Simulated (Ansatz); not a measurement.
**CH2Ge (triplet): wave-function methods side by side, cc-pVDZ**

The task here is to estimate one member of a computed series from the others.

Method: cc-pVDZ, core rule «outside noble gas», up to 15 orbitals frozen; program: Ansatz 0.2.0, Gaussian basis.

Plan: UHF; CCSD(T) on ROHF; CCSD(T) on UHF; BCCD(T) on ROHF; CISD; CCSDT(Q) on ROHF; CCSDT(Q) on UHF; CASSCF and MRCISD+Q, 10 electrons in 10 orbitals; CASSCF and MRCISD+Q(relaxed), 10 electrons in 10 orbitals; CASSCF and NEVPT2, 10 electrons in 10 orbitals.

15 further runs of the same task are left out: 5 that didn't finish, 10 set aside as unsound or not needed.

## The geometry

The geometry is a PBE0/def2-TZVP stationary point (not a proven minimum) of the parent state, kept for this charge and spin. No spin-orbit coupling is included. The filled d shell of Ge may be among the frozen orbitals whatever the setting's name suggests; the logs give the count.

4 atoms, charge 0, spin multiplicity 3.

Atoms are counted from 1 here; the program's logs count them from 0.

Bond lengths: Ge1–C2 1.831 Å, Ge1–H3 1.529 Å, Ge1–H4 1.529 Å. Angles: C2–Ge1–H3 122.3°, C2–Ge1–H4 122.3°, H3–Ge1–H4 115.5°.

The first run:

in.yaml reads:

```yaml
crystal:
  periodic: [false, false, false]
  atoms:
    - {symbol: Ge, position_ang: [0.000000, 0.000000, 0.234821]}
    - {symbol: C, position_ang: [0.000000, 0.000000, -1.596582]}
    - {symbol: H, position_ang: [0.000000, 1.293054, 1.050973]}
    - {symbol: H, position_ang: [0.000000, -1.293054, 1.050973]}
basis:
  gaussian: {orbitals: cc-pVDZ}
magnetization: {spin_polarized: true, initial_magnetization: 2}
hamiltonian: {xc: hf}
output: {orbitals: {seedname: orbitals}}
```

Started as:

```bash
ansatz run in.yaml --threads 1 --pin off --events-out ev --progress --plain --max-ram 2393MiB
```

Among the steps run: UHF; CCSD(T) on ROHF; CCSD(T) on UHF; BCCD(T) on ROHF; CISD; CCSDT(Q) on ROHF; CCSDT(Q) on UHF; CASSCF and MRCISD+Q, 10 electrons in 10 orbitals; CASSCF and MRCISD+Q(relaxed), 10 electrons in 10 orbitals; CASSCF and NEVPT2, 10 electrons in 10 orbitals.

One of the session's tables, all rows but one given; the rest of the session is left out.

| method | from RCCSDT(Q) (kcal/mol) |
| --- | --- |
| UHF | +124.53 |
| RMP2 | +32.48 |
| UMP2 | +34.19 |
| RCCSD | +7.52 |
| UCCSD | +7.01 |
| RCCSD(T) | +1.70 |
| UCCSD(T) | +2.46 |
| BCCD(T) | ? |
| RCCSDT | +0.53 |
| UCCSDT | +0.47 |
| RCCSDT(Q) | 0 |
| UCCSDT(Q) | 0.00 |
| CASSCF valence | +79.19 |
| NEVPT2 valence | +19.33 |
| MRCISD valence | +5.14 |
| MRCISD+Q valence | +0.73 |
| MRCISD+Q(relaxed) valence | -0.44 |

**Question.** Estimate the row for BCCD(T).

**Answer.** from RCCSDT(Q) (kcal/mol): +1.84. In the column «from RCCSDT(Q) (kcal/mol)» it lies between RCCSD(T) (+1.70) and UCCSD(T) (+2.46).

Among the levels timed on like hardware and quicker than the yardstick, those that no quicker one beats, quickest first: NEVPT2 valence (10 s, +19.33 kcal/mol); RCCSD(T) (12 s, +1.70 kcal/mol); MRCISD+Q valence (13 s, +0.73 kcal/mol); MRCISD+Q(relaxed) valence (16 s, -0.44 kcal/mol).

Not comparable, so not listed: CISD (they don't share determinant, frozen orbitals or solution with the rows shown, or repeat one).

Caveats from the session: The determinant is far from a pure spin state, so its energy mixes those of several spin states (harmless only where they are near-degenerate, as at dissociation). Left out of the table: ROHF (another determinant or state than the rows shown). Of the multireference levels listed MRCISD+Q(relaxed) valence comes nearest in total energy (-0.44 kcal/mol), which doesn't show that its space is the better one. Restricted and unrestricted rows rest on different reference determinants; where their highest levels disagree by more than a few hundredths of an eV, they describe different states and don't form one ladder.
